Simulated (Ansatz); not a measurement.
# Reference phase of As, 2 atoms

Wanted: energy, pressure and frontier levels of the defect-free cell (PBEsol, HSE06 and r²SCAN).

All numbers are computed with Ansatz 0.2.0 (PAW, plane waves).

## (1) The system as built

2 atoms (2 As); a = 4.014 Å, b = 4.014 Å, c = 4.014 Å, α = 56.18°, β = 56.18°, γ = 56.18°.

Plan of the steps: (2) PBEsol single point at a 10×10×10 mesh, on 1 × NVIDIA GB300 Max-Q with 8 threads of Arm Neoverse-V2; (3) HSE06 single point at a 10×10×10 mesh, on 1 × NVIDIA GB300 Max-Q with 8 threads of Arm Neoverse-V2; (4) r²SCAN single point at a 10×10×10 mesh, on 1 × NVIDIA GB300 Max-Q with 8 threads of Arm Neoverse-V2.

## (2) PBEsol single point

The input, in.yaml:

```yaml
crystal:
  lattice:
    - [1.890224, 1.091321, 3.369311]
    - [-1.890224, 1.091321, 3.369311]
    - [0.000000, -2.182642, 3.369311]
  atoms:
    - { symbol: As, position: [0.230219, 0.230219, 0.230219] }
    - { symbol: As, position: [0.769781, 0.769781, 0.769781] }
kpoints:
  mp_grid: { grid: [10, 10, 10] }
hamiltonian:
  xc: pbesol
scf:
  occupations: { method: fermi_dirac, width: 0.1 }
output:
  forces: true
  eigenvalues: true
  stress: true
  populations: true
```

The run is started by

```bash
ansatz run in.yaml --threads 8 --pin off --max-ram 118750MiB --runs-dir r --events-out ev --progress --plain --backend cuda --devices 0,
```

## (3) HSE06 on the same atoms

in.yaml: that of step 2 with these lines changed.

```diff
@@ -11,3 +11,3 @@
 hamiltonian:
-  xc: pbesol
+  xc: hse06
 scf:
@@ -17,3 +17,2 @@
   eigenvalues: true
-  stress: true
   populations: true
```

## (4) r²SCAN on the same atoms

in.yaml: that of step 3 with these lines changed.

```diff
@@ -11,3 +11,3 @@
 hamiltonian:
-  xc: hse06
+  xc: r2scan
 scf:
```

**Question.** What will these runs give? Wanted: for each run, energy; pressure.

**Answer**, as computed:

| level | time | energy (eV/atom) | pressure (GPa) |
| --- | --- | --- | --- |
| PBEsol | 1.6 s (GPU) | -4813.0253 | -0.02 |
| HSE06 | 10 s (GPU) | -4857.2130 | - |
| r²SCAN | 1.7 s (GPU) | -4864.5489 | - |

**In words.** No level run gives a gap: levels at the Fermi energy are partly filled.
